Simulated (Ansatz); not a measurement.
# CF3GeN: up Jacob's ladder to CCSD(T)

How much do the methods differ for CF3GeN? The plan is to run it at one geometry with functionals of several rungs and with coupled cluster, and see how far each lands from CCSD(T) at the basis-set limit for the atomisation energy.

Method: functionals in def2-TZVPP, the program's frozen cores in correlated methods; program: Ansatz 0.2.0, Gaussian basis.

The runs, in order: LDA (SPW92), PBE-D4, revPBE-D4, BLYP-D4, r2SCAN-D4, B97M-V, PBE0-D4, B3LYP-D4, r2SCANh-D4, r2SCAN0-D4, HSE06-D4, BHLYP-D4, CAM-B3LYP-D4, LC-ωPBE, ωB97X-V, ωB97M-V, B2PLYP, PBE-QIDH; CCSD(T)/def2-SVP; CCSD(T)/def2-TZVPP; MP2/def2-QZVPP; extrapolation to the limit; RPA on PBE.

## 1. The relaxed structure

An earlier PBE0-D4 in a triple-zeta def2 set relaxation fixed the geometry.

SMILES `N#[C][Ge]([F])([F])[F]`, 6 atoms, charge 0, spin multiplicity 1.

Atoms are counted from 1 here; the program's logs count them from 0.

Bond lengths: N1–C2 1.150 Å, C2–Ge3 1.891 Å, Ge3–F4 1.695 Å, Ge3–F5 1.695 Å, Ge3–F6 1.695 Å. Angles: N1–C2–Ge3 180.0°, C2–Ge3–F4 110.4°, C2–Ge3–F5 110.4°, C2–Ge3–F6 110.4°, F4–Ge3–F5 108.5°, F4–Ge3–F6 108.5°, F5–Ge3–F6 108.5°.

## 2. LDA

This LDA is Slater exchange with PW92 correlation.

Contents of in.yaml:

```yaml
crystal:
  periodic: [false, false, false]
  atoms:
    - {symbol: N, position_ang: [2.193470, -0.758660, 0.984262]}
    - {symbol: C, position_ang: [1.194033, -0.416713, 0.530831]}
    - {symbol: Ge, position_ang: [-0.450240, 0.145766, -0.215143]}
    - {symbol: F, position_ang: [-1.471954, -1.183167, -0.466178]}
    - {symbol: F, position_ang: [-0.193032, 0.914385, -1.703784]}
    - {symbol: F, position_ang: [-1.230278, 1.234388, 0.823812]}
basis:
  gaussian: {orbitals: def2-TZVPP}
hamiltonian: {xc: lda}
output: {orbitals: {seedname: orbitals}}
```

Launch:

```sh
$ ansatz run in.yaml --threads 4 --pin off --events-out ev --progress --plain --max-ram 10444MiB
```

The runs that follow: PBE-D4 (GGA); revPBE-D4 (GGA); BLYP-D4 (GGA); r2SCAN-D4 (meta-GGA); B97M-V (meta-GGA); B3LYP-D4 (hybrid); r2SCANh-D4 (hybrid); r2SCAN0-D4 (hybrid); HSE06-D4 (hybrid); BHLYP-D4 (hybrid); CAM-B3LYP-D4 (range-separated); LC-ωPBE (range-separated); ωB97X-V (range-separated); ωB97M-V (range-separated); B2PLYP (double hybrid); PBE-QIDH (double hybrid); CCSD(T) in def2-SVP; CCSD(T) in def2-TZVPP; MP2 in def2-QZVPP; RPA on PBE orbitals.

Before running them: what should the planned runs give, taken together? Wanted: atomisation energy, CCSD(T)/CBS; farthest beyond LDA; mean size of error, GGA; mean size of error, meta-GGA; mean size of error, hybrid; mean size of error, range-separated; mean size of error, double hybrid; gap, smallest and largest; T1 diagnostic.

The runs gave:

| quantity | value |
| --- | --- |
| atomisation energy, CCSD(T)/CBS | 26.823 eV |
| functionals within 0.268 eV (1.0 %) | revPBE-D4, BLYP-D4, r2SCAN-D4, B97M-V, CAM-B3LYP-D4, LC-ωPBE, ωB97X-V, ωB97M-V, B2PLYP |
| farthest beyond LDA | BHLYP-D4 (-2.090 eV) |
| mean size of error, GGA | 0.436 eV |
| mean size of error, meta-GGA | 0.073 eV |
| mean size of error, hybrid | 0.855 eV |
| mean size of error, range-separated | 0.085 eV |
| mean size of error, double hybrid | 0.318 eV |
| gap, smallest and largest | 6.81 eV (LDA (SPW92)), 15.00 eV (LC-ωPBE) |
| T1 diagnostic | 0.0132 |
| triples share of the correlation energy | 3.6 % |

In words: LDA overbinds by 4.988 eV (19 %). PBE-D4 misses by +1.008 eV. Double hybrids carry the basis error of their MP2 part in triple zeta, and no dispersion term here, so their miss is partly the set-up's. The rungs meta-GGA, range-separated miss on average by less than the doubt on the reference (0.268 eV), so they tie; hybrid functionals have the largest mean beyond LDA (0.855 eV), BHLYP with half exact exchange included. The reference freezes the cores and leaves out relativity and excitations past (T), and its outer-core shells are covered unevenly, so misses under about 0.268 eV can't be ranked. Hartree-Fock recovers 65 % of the binding; the rest is correlation. CCSD(T) in def2-SVP is off by -1.948 eV, more than most functionals: a good method in a small basis is no reference. Orbital gaps span 6.8 to 15.0 eV; exact exchange widens them. Correlated methods include outer-core shells of Ge, which these sets cover unevenly.
